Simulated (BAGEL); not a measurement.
# A workflow on C2H7Ga (SMILES [CH3][GaH][CH3])

Aim: a single-point energy (HF/def2-SVP), then a single-point energy (NEVPT2(2,2)/def2-SVP), then a single-point energy (CASPT2(2,2)/def2-SVP) of C2H7Ga. 

Program for the calculation: BAGEL 1.2.2.

### Step 1. The molecule

The species is C2H7Ga (10 atoms), meant as a singlet with charge 0. SMILES: `[CH3][GaH][CH3]`. The C1–H4 distance was set to 2.520 Å, away from the relaxed value. At this shape a bond of the SMILES string is far longer than usual.

Bond lengths: C1–Ga2 1.971 Å, Ga2–C3 1.971 Å, C1–H5 1.091 Å, C1–H6 1.092 Å, Ga2–H7 1.579 Å, C3–H8 1.096 Å, C3–H9 1.091 Å, C3–H10 1.092 Å. Some angles: C1–Ga2–C3 120.1°, C1–Ga2–H7 120.0°, C3–Ga2–H7 119.9°, Ga2–C1–H5 112.5°, Ga2–C1–H6 111.5°, Ga2–C3–H8 109.0°, Ga2–C3–H9 112.5°, Ga2–C3–H10 111.5°, H5–C1–H6 109.1°, H8–C3–H9 107.5°.

### Step 2. A single-point energy at HF/def2-SVP (density fitting with svp-jkfit) (run 1)

The input, hf.json:

```json
{ "bagel" : [

{
  "title" : "molecule",
  "basis" : "svp",
  "df_basis" : "svp-jkfit",
  "geometry" : [
    { "atom" : "C", "xyz" : [ -0.85417322,  3.45816290,  0.70963373 ] },
    { "atom" : "Ga", "xyz" : [  2.38179380,  1.80144001,  1.52316083 ] },
    { "atom" : "C", "xyz" : [  2.44320990, -1.19868919,  3.73073889 ] },
    { "atom" : "H", "xyz" : [ -2.89827296,  1.16066979, -2.92567399 ] },
    { "atom" : "H", "xyz" : [ -0.61228827,  5.42536780,  0.14328281 ] },
    { "atom" : "H", "xyz" : [ -2.16998952,  3.36821194,  2.29775957 ] },
    { "atom" : "H", "xyz" : [  4.92971153,  2.87933979,  0.40576577 ] },
    { "atom" : "H", "xyz" : [  2.45492620, -0.57980388,  5.70625858 ] },
    { "atom" : "H", "xyz" : [  4.12090875, -2.35973692,  3.43518572 ] },
    { "atom" : "H", "xyz" : [  0.75927495, -2.36427226,  3.47222436 ] }
  ]
},
{ "title" : "hf", "charge" : 0 },
{ "title" : "print", "file" : "orbitals.molden", "orbitals" : true }

]}
```

Started as:

```sh
$ BAGEL_NUM_THREADS=1 BAGEL hf.json > hf.out
```

The log of the run:

```text
* using 1 threads per process

  ===============================================================
  ===============================================================

  *** Geometry ***

  { "atom" : "C", "xyz" : [     -0.854173,      3.458163,      0.709634 ] },
  { "atom" : "Ga", "xyz" : [      2.381794,      1.801440,      1.523161 ] },
  { "atom" : "C", "xyz" : [      2.443210,     -1.198689,      3.730739 ] },
[... 6 lines of this table left out ...]
  { "atom" : "H", "xyz" : [      0.759275,     -2.364272,      3.472224 ] },

  Number of auxiliary basis functions:      542

  Since a DF basis is specified, we compute 2- and 3-index integrals:
    o Being stored without compression. Storage requirement is 0.039 GB

  Number of basis functions:       95
  Number of electrons      :       50

    * METHOD: MOLECULE                             0.64

  *** RHF ***

  === Nuclear Repulsion ===
   178.2201814045

      * DIIS with orbital gradients will be used.

  === RHF iteration (svp) ===
      0      -2002.29404191          0.01684197           0.18
      1      -2002.42694943          0.01293925           0.16
      2      -2002.53091001          0.00186208           0.16
[... 13 lines of this table left out ...]
     16      -2002.53581765          0.00000001           0.16
    * SCF iteration converged.

    * Permanent dipole moment:
           (   -0.321761,    -0.409670,    -0.954169) a.u.

    * METHOD: HF                                   3.26

    * METHOD: PRINT                                0.04

  ===============================================================
```

Wall time 4.2 s (1 thread of Intel Xeon Platinum 8259CL at 2.50GHz (Skylake/Cascade Lake), shared host); peak memory 0.16 GiB.

### Step 3. A single-point energy at NEVPT2(2,2)/def2-SVP (density fitting with svp-jkfit) (run 2)

The input, job.json:

```json
{ "bagel" : [

{
  "title" : "molecule",
  "basis" : "svp",
  "df_basis" : "svp-jkfit",
  "angstrom" : false,
  "geometry" : [
    { "atom" : "C", "xyz" : [    -0.85417322,     3.45816290,     0.70963373 ] },
    { "atom" : "Ga", "xyz" : [     2.38179380,     1.80144001,     1.52316083 ] },
    { "atom" : "C", "xyz" : [     2.44320990,    -1.19868919,     3.73073889 ] },
    { "atom" : "H", "xyz" : [    -2.89827296,     1.16066979,    -2.92567399 ] },
    { "atom" : "H", "xyz" : [    -0.61228827,     5.42536780,     0.14328281 ] },
    { "atom" : "H", "xyz" : [    -2.16998952,     3.36821194,     2.29775957 ] },
    { "atom" : "H", "xyz" : [     4.92971153,     2.87933979,     0.40576577 ] },
    { "atom" : "H", "xyz" : [     2.45492620,    -0.57980388,     5.70625858 ] },
    { "atom" : "H", "xyz" : [     4.12090875,    -2.35973692,     3.43518572 ] },
    { "atom" : "H", "xyz" : [     0.75927495,    -2.36427226,     3.47222436 ] }
  ]
},

{ "title" : "hf" },

{ "title" : "nevpt2", "nstate" : 1, "nact" : 2, "nclosed" : 24, "active" : [25, 26], "maxiter" : 200, "natocc" : true, "ncore" : 11 },

{ "title" : "print", "file" : "orbitals.molden", "orbitals" : true }

]}
```

Started as:

```sh
$ BAGEL_NUM_THREADS=1 BAGEL job.json > job.out
```

The log of the run:

```text
* using 1 threads per process

  ===============================================================
  ===============================================================

  *** Geometry ***

  { "atom" : "C", "xyz" : [     -0.854173,      3.458163,      0.709634 ] },
  { "atom" : "Ga", "xyz" : [      2.381794,      1.801440,      1.523161 ] },
  { "atom" : "C", "xyz" : [      2.443210,     -1.198689,      3.730739 ] },
[... 6 lines of this table left out ...]
  { "atom" : "H", "xyz" : [      0.759275,     -2.364272,      3.472224 ] },

[... 23 lines left out ...]
    * SCF iteration converged.
[... 1 line left out ...]
    * Permanent dipole moment:
[... 28 lines left out ...]
    * Second-order optimization converged. *
[... 9 lines left out ...]
     * ci vector, state   0, <S^2> = 0.0000
       2.     0.8780974200
       .2    -0.4784818920

  === DF-NEVPT2 calculation ===

    * 3-index integral transformation done
    * assembly done

      NEVPT2 correlation energy:   -0.4839180552      0.38

          (+0)     -0.4392225348
          (+0)'    -0.0088980692
          (+1)     -0.0065671313
          (+1)'    -0.0000000000
          (+2)     -0.0002084312
          (-1)     -0.0281500230
          (-1)'     0.0000000000
          (-2)     -0.0008718656

      NEVPT2 total energy:       -2003.1028885441

    * METHOD: NEVPT2                              11.32

    * METHOD: PRINT                                0.03

  ===============================================================
```

Wall time 16 s (1 thread of Intel Xeon Platinum 8259CL at 2.50GHz (Skylake/Cascade Lake), shared host); peak memory 0.16 GiB.

### Step 4. A single-point energy at CASPT2(2,2)/def2-SVP (density fitting with svp-jkfit) (run 3)

The input, job.json:

```json
{ "bagel" : [

{
  "title" : "molecule",
  "basis" : "svp",
  "df_basis" : "svp-jkfit",
  "geometry" : [
    { "atom" : "C", "xyz" : [ -0.85417322,  3.45816290,  0.70963373 ] },
    { "atom" : "Ga", "xyz" : [  2.38179380,  1.80144001,  1.52316083 ] },
    { "atom" : "C", "xyz" : [  2.44320990, -1.19868919,  3.73073889 ] },
    { "atom" : "H", "xyz" : [ -2.89827296,  1.16066979, -2.92567399 ] },
    { "atom" : "H", "xyz" : [ -0.61228827,  5.42536780,  0.14328281 ] },
    { "atom" : "H", "xyz" : [ -2.16998952,  3.36821194,  2.29775957 ] },
    { "atom" : "H", "xyz" : [  4.92971153,  2.87933979,  0.40576577 ] },
    { "atom" : "H", "xyz" : [  2.45492620, -0.57980388,  5.70625858 ] },
    { "atom" : "H", "xyz" : [  4.12090875, -2.35973692,  3.43518572 ] },
    { "atom" : "H", "xyz" : [  0.75927495, -2.36427226,  3.47222436 ] }
  ]
},
{
  "title" : "hf",
  "charge" : 0
},
{
  "title" : "casscf",
  "nstate" : 1,
  "nact" : 2,
  "nclosed" : 24,
  "charge" : 0,
  "active" : [25, 26],
  "maxiter" : 200,
  "natocc" : "true"
},
{
  "title" : "print",
  "file" : "orbitals.molden",
  "orbitals" : "true"
},
{
  "title" : "smith",
  "method" : "caspt2",
  "ms" : "true",
  "xms" : "true",
  "sssr" : "true",
  "shift" : 0.2,
  "shift_imag" : "true",
  "ncore" : 11
}

]}
```

Started as:

```sh
$ BAGEL_NUM_THREADS=1 BAGEL job.json > job.out
```

The log of the run:

```text
* using 1 threads per process

  ===============================================================
  ===============================================================

  *** Geometry ***

  { "atom" : "C", "xyz" : [     -0.854173,      3.458163,      0.709634 ] },
  { "atom" : "Ga", "xyz" : [      2.381794,      1.801440,      1.523161 ] },
  { "atom" : "C", "xyz" : [      2.443210,     -1.198689,      3.730739 ] },
[... 6 lines of this table left out ...]
  { "atom" : "H", "xyz" : [      0.759275,     -2.364272,      3.472224 ] },

[... 25 lines left out ...]
    * Permanent dipole moment:
[... 37 lines left out ...]
     * ci vector, state   0, <S^2> = 0.0000
[... 21 lines left out ...]
       #      aibj      arbs      arbi      airj      risj      airs      arst      rist         Etot      error   time
[... 8 lines left out ...]
      ------------------------------------------------------------------------------------------------------------------

    * CASPT2 energy : state  0    -2003.1070935474
        w/o shift correction      -2003.1045305142
        reference weight              0.8661142206

    * METHOD: SMITH                                2.07

  ===============================================================
```

Run time: 17 s. Hardware: 1 thread of Intel Xeon Platinum 8259CL at 2.50GHz (Skylake/Cascade Lake), shared host; peak memory 0.26 GiB.

### Step 5. What came out

```
                                 quantity           value
         run 1, HF/def2-SVP: total energy  -2002.53582 Eh
        run 1, HF/def2-SVP: dipole moment          2.76 D
          run 1, HF/def2-SVP: HOMO energy        -8.65 eV
          run 1, HF/def2-SVP: LUMO energy        -0.34 eV
        run 1, HF/def2-SVP: HOMO–LUMO gap         8.31 eV
run 2, NEVPT2(2,2)/def2-SVP: total energy  -2003.10289 Eh
run 3, CASPT2(2,2)/def2-SVP: total energy  -2003.10709 Eh
```

In words: One bond (run 1, HF/def2-SVP) is far stretched, which a spin-restricted single reference describes badly; a broken-symmetry solution may lie lower.
